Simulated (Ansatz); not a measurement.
# CO2Pt: the cost of one run

Computed with Ansatz 0.2.0 (the levels named in each step, unless a step's input says otherwise).

## Step 1: The system as given

Bond lengths: O1–C2 1.229 Å, C2–O3 1.229 Å, C2–Pt4 2.000 Å. Angles: O1–C2–O3 135.2°, O1–C2–Pt4 112.4°, O3–C2–Pt4 112.4°.

As a file:

```xyz
4

O    -1.4745    1.4346    1.1001
C    -1.3406    0.2571    0.7746
O    -2.0061   -0.7671    0.9108
Pt    0.3680   -0.0706   -0.2126
```

## Step 2: A rough first relaxation, PBE-D4/def2-SVPD

File input.yaml:

```yaml
crystal:
  periodic: [false, false, false]
  atoms:
    - { symbol: O, position_ang: [-1.47448, 1.43458, 1.10012] }
    - { symbol: C, position_ang: [-1.34062, 0.25708, 0.77458] }
    - { symbol: O, position_ang: [-2.0061, -0.76709, 0.91078] }
    - { symbol: Pt, position_ang: [0.36799, -0.07057, -0.21261] }
magnetization:
  spin_polarized: true
  initial_magnetization: 1
total_charge: -1
basis:
  gaussian: { orbitals: def2-SVPD }
hamiltonian:
  xc: pbe
  dispersion: d4
relax:
  f_tol: 0.03
  max_steps: 200
```

Command:

```bash
$ ansatz run input.yaml --threads 4 --pin off --max-ram 10240MiB --backend cpu --events-out ev --progress --plain --runs-dir out
```

**Question.** How long does this run take on 4 threads of AMD EPYC 9R45 (Zen 5), shared host, and how much memory does it need?

About 11 s, with a peak of 0.26 GiB.
